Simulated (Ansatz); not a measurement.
# CH₅GaO₂Si: a ladder of functionals and wavefunction methods

The task here is to estimate one member of a computed series from the others.

Method: functionals in def2-TZVPP, the program's frozen cores in correlated methods; program: Ansatz 0.2.0, Gaussian basis.

Levels to be run: LDA (SPW92), PBE-D4, revPBE-D4, BLYP-D4, r2SCAN-D4, B97M-V, PBE0-D4, B3LYP-D4, r2SCANh-D4, r2SCAN0-D4, HSE06-D4, BHLYP-D4, CAM-B3LYP-D4, LC-ωPBE, ωB97X-V, ωB97M-V, B2PLYP, PBE-QIDH; CCSD(T)/def2-SVP; CCSD(T)/def2-TZVPP; MP2/def2-QZVPP; extrapolation to the limit; RPA on PBE.

## The relaxed structure

An earlier PBE0-D4 in a triple-zeta def2 set relaxation fixed the geometry.

SMILES `[OH][Ga]1[O]C[SiH2]1`, 10 atoms, charge 0, spin multiplicity 1.

Atoms are counted from 1 here; the program's logs count them from 0.

Bond lengths: O1–Ga2 1.774 Å, O1–H6 0.961 Å, Ga2–O3 1.839 Å, Ga2–Si5 2.373 Å, O3–C4 1.428 Å, C4–Si5 1.924 Å, C4–H7 1.097 Å, C4–H8 1.097 Å, Si5–H9 1.489 Å, Si5–H10 1.489 Å. Angles: Ga2–O1–H6 113.3°, O1–Ga2–O3 122.2°, O1–Ga2–Si5 160.0°, O3–Ga2–Si5 77.8°, Ga2–O3–C4 104.0°, O3–C4–Si5 105.0°, O3–C4–H7 110.5°, O3–C4–H8 110.5°, Si5–C4–H7 111.7°, Si5–C4–H8 111.7°, H7–C4–H8 107.5°, Ga2–Si5–C4 73.2°, Ga2–Si5–H9 119.3°, Ga2–Si5–H10 119.4°, C4–Si5–H9 116.4°, C4–Si5–H10 116.5°, H9–Si5–H10 108.5°.

As a file:

```mol
CH5GaO2Si
  3D, bonds by distance, orders not assigned

 10 10  0  0  0  0  0  0  0  0999 V2000
   -2.9233    0.9418   -0.0476 O   0  0
   -1.1945    0.5474   -0.0009 Ga  0  0
   -0.5775   -1.1776   -0.1649 O   0  0
    0.8414   -1.0466   -0.0754 C   0  0
    1.1552    0.8371    0.1571 Si  0  0
   -3.4855    0.1713   -0.1651 H   0  0
    1.3208   -1.4279   -0.9853 H   0  0
    1.2287   -1.6293    0.7694 H   0  0
    1.7529    1.2543    1.4555 H   0  0
    1.8817    1.5296   -0.9428 H   0  0
  1  2  8  0
  2  3  8  0
  3  4  8  0
  4  5  8  0
  1  6  8  0
  4  7  8  0
  4  8  8  0
  5  9  8  0
  5 10  8  0
  2  5  8  0
M  END
```

The first run:

The input, in.yaml:

```yaml
crystal:
  periodic: [false, false, false]
  atoms:
    - {symbol: O, position_ang: [-2.923272, 0.941807, -0.047588]}
    - {symbol: Ga, position_ang: [-1.194525, 0.547423, -0.000913]}
    - {symbol: O, position_ang: [-0.577478, -1.177640, -0.164899]}
    - {symbol: C, position_ang: [0.841444, -1.046611, -0.075378]}
    - {symbol: Si, position_ang: [1.155222, 0.837083, 0.157094]}
    - {symbol: H, position_ang: [-3.485495, 0.171262, -0.165139]}
    - {symbol: H, position_ang: [1.320823, -1.427931, -0.985333]}
    - {symbol: H, position_ang: [1.228655, -1.629329, 0.769442]}
    - {symbol: H, position_ang: [1.752895, 1.254327, 1.455528]}
    - {symbol: H, position_ang: [1.881732, 1.529618, -0.942814]}
basis:
  gaussian: {orbitals: def2-TZVPP}
hamiltonian: {xc: lda}
output: {orbitals: {seedname: orbitals}}
```

On the command line:

```bash
$ ansatz run in.yaml --threads 4 --pin off --events-out ev --progress --plain --max-ram 10444MiB
```

Among the steps run: LDA; PBE-D4 (GGA); revPBE-D4 (GGA); BLYP-D4 (GGA); r2SCAN-D4 (meta-GGA); B97M-V (meta-GGA); B3LYP-D4 (hybrid); r2SCANh-D4 (hybrid); r2SCAN0-D4 (hybrid); HSE06-D4 (hybrid); BHLYP-D4 (hybrid); CAM-B3LYP-D4 (range-separated); LC-ωPBE (range-separated); ωB97X-V (range-separated); ωB97M-V (range-separated); B2PLYP (double hybrid); PBE-QIDH (double hybrid).

One of the session's tables, all rows but one given; the rest of the session is left out.

It belongs to the step «Orbital energies across the functionals». 

```
  functional  HOMO (eV)  gap (eV)
 LDA (SPW92)      -6.22      4.14
      PBE-D4      -6.05      4.19
   revPBE-D4      -5.98      4.22
     BLYP-D4      -5.93      4.18
   r2SCAN-D4      -6.30      4.59
      B97M-V      -6.41      4.59
     PBE0-D4      -7.38      6.28
    B3LYP-D4      -7.16      5.85
  r2SCANh-D4      -6.81      5.38
  r2SCAN0-D4      -7.57      6.54
    HSE06-D4          ?         ?
    BHLYP-D4      -8.61      8.29
CAM-B3LYP-D4      -8.73      8.60
     LC-ωPBE     -10.00     10.99
     ωB97X-V      -9.69     10.55
     ωB97M-V      -9.59     10.25
```

Q: Estimate the row for HSE06-D4 from the others.

The run gave: HOMO (eV): -6.98; gap (eV): 5.51. In the column «HOMO (eV)» it lies between B3LYP-D4 (-7.16) and r2SCANh-D4 (-6.81).
